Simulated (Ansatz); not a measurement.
# CH₈O₂Si₂: basis-set convergence

One table from this session's results is given with a row withheld; the runs are named, their logs left out.

Computed with Ansatz 0.2.0, Gaussian basis. Level: one geometry, several basis sets.

The runs, in order: PBE0-D4/def2-SVP; ωB97M-V/def2-SVP; PBE0-D4/def2-QZVPP; ωB97M-V/def2-QZVPP; the functionals' def2-TZVPP values are taken from earlier runs.

**The geometry**

An earlier PBE0-D4 in a triple-zeta def2 set relaxation fixed the geometry.

SMILES `C[Si](O)(O)[SiH3]`, 13 atoms, charge 0, spin multiplicity 1.

Atoms are counted from 1 here; the program's logs count them from 0.

Bond lengths: C1–Si2 1.857 Å, C1–H6 1.094 Å, C1–H7 1.092 Å, C1–H8 1.092 Å, Si2–O3 1.652 Å, Si2–O4 1.651 Å, Si2–Si5 2.347 Å, O3–H9 0.959 Å, O4–H10 0.959 Å, Si5–H11 1.488 Å, Si5–H12 1.490 Å, Si5–H13 1.490 Å. Angles: Si2–C1–H6 110.5°, Si2–C1–H7 110.7°, Si2–C1–H8 111.0°, H6–C1–H7 107.7°, H6–C1–H8 108.4°, H7–C1–H8 108.4°, C1–Si2–O3 104.4°, C1–Si2–O4 112.1°, C1–Si2–Si5 114.2°, O3–Si2–O4 111.6°, O3–Si2–Si5 111.2°, O4–Si2–Si5 103.6°, Si2–O3–H9 117.0°, Si2–O4–H10 117.6°, Si2–Si5–H11 111.7°, Si2–Si5–H12 110.3°, Si2–Si5–H13 110.5°, H11–Si5–H12 108.1° and more.

The first run:

Input file in.yaml:

```yaml
crystal:
  periodic: [false, false, false]
  atoms:
    - {symbol: C, position_ang: [-1.561727, 0.837142, 0.349494]}
    - {symbol: Si, position_ang: [0.227209, 0.363195, 0.191500]}
    - {symbol: O, position_ang: [0.793613, 0.372044, 1.743661]}
    - {symbol: O, position_ang: [1.065160, 1.413241, -0.768198]}
    - {symbol: Si, position_ang: [0.583955, -1.720290, -0.829146]}
    - {symbol: H, position_ang: [-1.657793, 1.814781, 0.831402]}
    - {symbol: H, position_ang: [-2.101479, 0.110399, 0.961055]}
    - {symbol: H, position_ang: [-2.041627, 0.887781, -0.630422]}
    - {symbol: H, position_ang: [1.709517, 0.121367, 1.874723]}
    - {symbol: H, position_ang: [1.004651, 2.348537, -0.562878]}
    - {symbol: H, position_ang: [0.161639, -1.712331, -2.256413]}
    - {symbol: H, position_ang: [-0.189012, -2.780047, -0.122349]}
    - {symbol: H, position_ang: [2.026394, -2.090621, -0.767528]}
basis:
  gaussian: {orbitals: def2-SVP}
hamiltonian: {xc: pbe0, dispersion: d4}
output: {orbitals: {seedname: orbitals}}
```

The run is started by

```console
> ansatz run in.yaml --threads 4 --pin off --events-out ev --progress --plain --max-ram 10444MiB
```

Among the steps run: PBE0-D4 in def2-SVP; ωB97M-V in def2-SVP; PBE0-D4 in def2-QZVPP; ωB97M-V in def2-QZVPP.

One of the session's tables, all rows but one given; the rest of the session is left out.

It belongs to the step «Density functionals: the series». 

| functional | basis | HOMO (eV) | LUMO (eV) |
| --- | --- | --- | --- |
| PBE0-D4 | def2-SVP | -7.58 | 0.62 |
| PBE0-D4 | def2-TZVPP | -7.67 | 0.22 |
| PBE0-D4 | def2-QZVPP | -7.70 | 0.03 |
| ωB97M-V | def2-SVP | ? | ? |
| ωB97M-V | def2-TZVPP | -9.75 | 1.85 |
| ωB97M-V | def2-QZVPP | -9.77 | 1.30 |

Estimate the missing values for ωB97M-V, def2-SVP.

As computed: HOMO (eV): -9.63; LUMO (eV): 2.47. In the column «HOMO (eV)» it lies between ωB97M-V, def2-TZVPP (-9.75) and PBE0-D4, def2-QZVPP (-7.70).
